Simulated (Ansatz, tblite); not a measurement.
# C35H27F3OS4: rung by rung

The task here is to estimate one member of a computed series from the others.

Program: Ansatz 0.2.0, Gaussian basis. Level of theory: as each input shows. These are calculated values, not measurements.

The runs, in order: GFN1-xTB, GFN2-xTB, PBE-D4/def2-SVP, r2SCAN-D4/def2-SVP, ωB97X-V/def2-SVP, BLYP-D4/def2-SVP, PBE0-D4/def2-TZVP, PBE-D4/def2-TZVP, MP2/def2-SVP, RPA/def2-SVP.

## The structure

The singlet was relaxed beforehand with PBE-D4/def2-SVP.

SMILES `COc1ccc(-c2cc(C)c(-c3cc(C)c(-c4cc(C)c(-c5cc(C)c(-c6ccc(C(F)=C(F)F)cc6)s5)s4)s3)s2)cc1`, 70 atoms, charge 0, spin multiplicity 1.

Bond lengths: C1–O2 1.415 Å, C1–H44 1.106 Å, C1–H45 1.113 Å, C1–H46 1.113 Å, O2–C3 1.360 Å, C3–C4 1.412 Å, C3–C43 1.411 Å, C4–C5 1.392 Å, C4–H47 1.100 Å, C5–C6 1.419 Å, C5–H48 1.101 Å, C6–C7 1.460 Å, C6–C42 1.414 Å, C7–C8 1.392 Å, C7–S41 1.748 Å, C8–C9 1.422 Å, C8–H49 1.099 Å, C9–C10 1.502 Å and more. Angles: O2–C1–H44 106.5°, O2–C1–H45 111.9°, O2–C1–H46 111.9°, H44–C1–H45 108.9°, H44–C1–H46 108.9°, H45–C1–H46 108.6°, C1–O2–C3 118.5°, O2–C3–C4 116.2°, O2–C3–C43 124.7°, C4–C3–C43 119.1°, C3–C4–C5 120.4°, C3–C4–H47 118.3°, C5–C4–H47 121.3°, C4–C5–C6 121.6°, C4–C5–H48 119.0°, C6–C5–H48 119.4°, C5–C6–C7 121.7°, C5–C6–C42 117.2° and more.

PBE0-D4/def2-SVP was run before; its log isn't repeated, and its numbers join the tables.

The first run:

Tight binding, by tblite at 300 K electronic temperature and without a spin-polarisation term:

```python
tblite.interface.Calculator('GFN1-xTB', numbers, positions, charge=0, uhf=0).singlepoint()
```

Tight binding, by tblite at 300 K electronic temperature and without a spin-polarisation term:

```python
tblite.interface.Calculator('GFN2-xTB', numbers, positions, charge=0, uhf=0).singlepoint()
```

start.molden holds the orbitals of an earlier run on this state, given as this run's starting guess.

Input file in.yaml:

```yaml
crystal:
  periodic: [false, false, false]
  atoms:
    - {symbol: C, position_ang: [13.888584, -0.522910, -0.230722]}
    - {symbol: O, position_ang: [12.833489, -0.910899, -1.089290]}
    - {symbol: C, position_ang: [11.557705, -0.619383, -0.720571]}
    - {symbol: C, position_ang: [10.542746, -1.024831, -1.615342]}
    - {symbol: C, position_ang: [9.205628, -0.767369, -1.325916]}
    - {symbol: C, position_ang: [8.817941, -0.102465, -0.133484]}
    - {symbol: C, position_ang: [7.416328, 0.170575, 0.172997]}
    - {symbol: C, position_ang: [6.872180, 1.011872, 1.139357]}
    - {symbol: C, position_ang: [5.451368, 1.048491, 1.172742]}
    - {symbol: C, position_ang: [4.672478, 1.899065, 2.134769]}
    - {symbol: C, position_ang: [4.880976, 0.209458, 0.199034]}
    - {symbol: C, position_ang: [3.503551, -0.051055, -0.130881]}
    - {symbol: C, position_ang: [3.006427, -0.838118, -1.173323]}
    - {symbol: C, position_ang: [1.593389, -0.917603, -1.245361]}
    - {symbol: C, position_ang: [0.867554, -1.709239, -2.295090]}
    - {symbol: C, position_ang: [0.969440, -0.172520, -0.227198]}
    - {symbol: C, position_ang: [-0.423332, 0.027758, 0.075270]}
    - {symbol: C, position_ang: [-0.974166, 0.741744, 1.143737]}
    - {symbol: C, position_ang: [-2.390684, 0.775845, 1.177078]}
    - {symbol: C, position_ang: [-3.170450, 1.486808, 2.245951]}
    - {symbol: C, position_ang: [-2.961358, 0.072463, 0.100686]}
    - {symbol: C, position_ang: [-4.338997, -0.137027, -0.265953]}
    - {symbol: C, position_ang: [-4.834416, -0.724851, -1.433081]}
    - {symbol: C, position_ang: [-6.250050, -0.811172, -1.507743]}
    - {symbol: C, position_ang: [-6.960988, -1.364421, -2.712755]}
    - {symbol: C, position_ang: [-6.871711, -0.271654, -0.370742]}
    - {symbol: C, position_ang: [-8.287825, -0.122570, -0.043855]}
    - {symbol: C, position_ang: [-8.743199, 0.955412, 0.760255]}
    - {symbol: C, position_ang: [-10.087819, 1.113758, 1.088115]}
    - {symbol: C, position_ang: [-11.059423, 0.193429, 0.619217]}
    - {symbol: C, position_ang: [-12.486428, 0.298080, 0.910786]}
    - {symbol: F, position_ang: [-13.273535, -0.669512, 0.380305]}
    - {symbol: C, position_ang: [-13.143698, 1.234074, 1.642432]}
    - {symbol: F, position_ang: [-14.451477, 1.223079, 1.835447]}
    - {symbol: F, position_ang: [-12.560698, 2.261336, 2.247991]}
    - {symbol: C, position_ang: [-10.613901, -0.890336, -0.174701]}
    - {symbol: C, position_ang: [-9.263955, -1.046694, -0.493196]}
    - {symbol: S, position_ang: [-5.677667, 0.320191, 0.767318]}
    - {symbol: S, position_ang: [-1.714160, -0.625578, -0.917214]}
    - {symbol: S, position_ang: [2.165385, 0.612578, 0.789546]}
    - {symbol: S, position_ang: [6.131908, -0.609265, -0.719934]}
    - {symbol: C, position_ang: [9.847492, 0.290909, 0.751717]}
    - {symbol: C, position_ang: [11.196740, 0.044989, 0.470760]}
    - {symbol: H, position_ang: [14.825717, -0.850516, -0.717686]}
    - {symbol: H, position_ang: [13.923280, 0.580666, -0.086869]}
    - {symbol: H, position_ang: [13.812052, -1.008809, 0.768112]}
    - {symbol: H, position_ang: [10.838119, -1.538301, -2.541692]}
    - {symbol: H, position_ang: [8.434175, -1.077931, -2.047937]}
    - {symbol: H, position_ang: [7.491003, 1.622010, 1.811828]}
    - {symbol: H, position_ang: [5.353535, 2.511382, 2.756445]}
    - {symbol: H, position_ang: [4.051039, 1.284789, 2.821031]}
    - {symbol: H, position_ang: [3.978470, 2.589444, 1.610103]}
    - {symbol: H, position_ang: [3.667114, -1.352174, -1.886323]}
    - {symbol: H, position_ang: [1.584293, -2.235289, -2.954616]}
    - {symbol: H, position_ang: [0.231976, -1.060658, -2.935060]}
    - {symbol: H, position_ang: [0.195394, -2.471188, -1.846648]}
    - {symbol: H, position_ang: [-0.350913, 1.238033, 1.901635]}
    - {symbol: H, position_ang: [-2.492783, 2.046458, 2.918846]}
    - {symbol: H, position_ang: [-3.755760, 0.777987, 2.869819]}
    - {symbol: H, position_ang: [-3.897656, 2.207194, 1.815952]}
    - {symbol: H, position_ang: [-4.172946, -1.070394, -2.240997]}
    - {symbol: H, position_ang: [-6.320036, -1.282948, -3.612571]}
    - {symbol: H, position_ang: [-7.908710, -0.827992, -2.915265]}
    - {symbol: H, position_ang: [-7.211817, -2.440201, -2.589983]}
    - {symbol: H, position_ang: [-8.016602, 1.701895, 1.116393]}
    - {symbol: H, position_ang: [-10.387187, 1.968225, 1.707815]}
    - {symbol: H, position_ang: [-11.345756, -1.626459, -0.533828]}
    - {symbol: H, position_ang: [-8.957184, -1.924307, -1.076900]}
    - {symbol: H, position_ang: [9.589991, 0.790096, 1.697312]}
    - {symbol: H, position_ang: [11.959829, 0.366490, 1.191927]}
basis:
  gaussian: {orbitals: def2-SVP, fitting: {mean_field: def2-universal-jkfit}, initial_orbitals: start.molden}
hamiltonian: {xc: pbe, dispersion: d4}
scf: {omitted_lower_state_checks: [starts]}
output: {orbitals: {seedname: orbitals}}
```

Launch:

```sh
ansatz run in.yaml --threads 4 --pin off --events-out ev --progress --plain --max-ram 41984MiB --backend cuda --devices 0, --max-vram 37GiB
```

Steps of the session up to this table: PBE-D4/def2-SVP; r2SCAN-D4/def2-SVP; ωB97X-V/def2-SVP; BLYP-D4/def2-SVP; PBE0-D4/def2-TZVP; PBE-D4/def2-TZVP; MP2/def2-SVP; RPA/def2-SVP.

One of the session's tables, all rows but one given; the rest of the session is left out.

It belongs to the step «Binding energy». 

| level | binding an atom (eV) |
| --- | --- |
| HF/def2-SVP | 3.655 |
| PBE-D4/def2-SVP | 5.297 |
| PBE-D4/def2-TZVP | ? |
| BLYP-D4/def2-SVP | 5.089 |
| r2SCAN-D4/def2-SVP | 5.108 |
| PBE0-D4/def2-SVP | 5.165 |
| PBE0-D4/def2-TZVP | 5.087 |
| ωB97X-V/def2-SVP | 5.057 |
| MP2/def2-SVP | 4.938 |

Q: Estimate the row for PBE-D4/def2-TZVP from the others.

The run gave: binding an atom (eV): 5.217. In the column «binding an atom (eV)» it lies between PBE0-D4/def2-SVP (5.165) and PBE-D4/def2-SVP (5.297).

Limits of these values: Free atoms were run apart at each level; binding is atoms less cluster, divided by the number of atoms, without zero-point or spin-orbit terms.
